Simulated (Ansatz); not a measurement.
**Tin tetrachloride (SnCl4): vertical ionisation energy**

One table from this session's results is given with a row withheld; the runs are named, their logs left out.

The runs use Ansatz 0.2.0, Gaussian basis; unrestricted cation, the program's frozen cores in correlated methods.

Plan: UKS PBE-D4/def2-TZVPP; UKS r2SCAN-D4/def2-TZVPP; UKS wB97M-V/def2-TZVPP; UKS B2PLYP/def2-TZVPP; then −ε(HOMO) from the neutral's earlier runs with LDA (SPW92), PBE-D4, revPBE-D4, BLYP-D4, r2SCAN-D4, B97M-V, PBE0-D4, B3LYP-D4, r2SCANh-D4, r2SCAN0-D4, HSE06-D4, BHLYP-D4, CAM-B3LYP-D4, LC-ωPBE, ωB97X-V, ωB97M-V.

3 further runs of the same task are left out: 3 that didn't finish.

## Structure used throughout

All runs share one geometry, relaxed beforehand with PBE0-D4 in a triple-zeta def2 set. Sn takes the def2 core potential; no spin-orbit term is included.

5 atoms, charge 0, spin multiplicity 1.

Atoms are counted from 1 here; the program's logs count them from 0.

Bond lengths: Cl1–Sn2 2.288 Å, Sn2–Cl3 2.288 Å, Sn2–Cl4 2.288 Å, Sn2–Cl5 2.288 Å. Angles: Cl1–Sn2–Cl3 109.5°, Cl1–Sn2–Cl4 109.5°, Cl1–Sn2–Cl5 109.5°, Cl3–Sn2–Cl4 109.5°, Cl3–Sn2–Cl5 109.5°, Cl4–Sn2–Cl5 109.5°.

The first run:

File in.yaml:

```yaml
crystal:
  periodic: [false, false, false]
  atoms:
    - {symbol: Cl, position_ang: [-1.086114, -0.176429, 1.993040]}
    - {symbol: Sn, position_ang: [0.009980, -0.014739, -0.008280]}
    - {symbol: Cl, position_ang: [1.909029, -1.288394, 0.057374]}
    - {symbol: Cl, position_ang: [-1.352422, -0.763152, -1.686551]}
    - {symbol: Cl, position_ang: [0.569429, 2.169016, -0.396983]}
basis:
  gaussian: {orbitals: def2-TZVPP}
total_charge: 1
magnetization: {spin_polarized: true, initial_magnetization: 1}
hamiltonian: {xc: pbe, dispersion: d4}
```

Command:

```
$ ansatz run in.yaml --threads 2 --pin off --events-out ev --progress --plain --max-ram 32768MiB --backend cpu
```

Steps of the session up to this table: Cation, UKS PBE-D4/def2-TZVPP; Cation, UKS r2SCAN-D4/def2-TZVPP; Cation, UKS wB97M-V/def2-TZVPP; Cation, UKS B2PLYP (frozen core)/def2-TZVPP.

One of the session's tables, all rows but one given; the rest of the session is left out.

It belongs to the step «Ionisation energies side by side». For comparison, −ε(HOMO) of the neutral from earlier runs:

```
  functional  −ε(HOMO) (eV)
 LDA (SPW92)              ?
      PBE-D4           8.31
   revPBE-D4           8.25
     BLYP-D4           8.12
   r2SCAN-D4           8.71
      B97M-V           8.79
     PBE0-D4           9.78
    B3LYP-D4           9.46
  r2SCANh-D4           9.24
  r2SCAN0-D4          10.04
    HSE06-D4           9.37
    BHLYP-D4          11.07
CAM-B3LYP-D4          11.15
     LC-ωPBE          12.65
     ωB97X-V          12.24
     ωB97M-V          12.05
```

Estimate the missing values for LDA (SPW92).

The run gave: −ε(HOMO) (eV): 8.46. In the column «−ε(HOMO) (eV)» it lies between PBE-D4 (8.31) and r2SCAN-D4 (8.71).

Caveats from the session: In point group Td the highest level is often degenerate; the cation then breaks the symmetry, and the runs may pick different components.
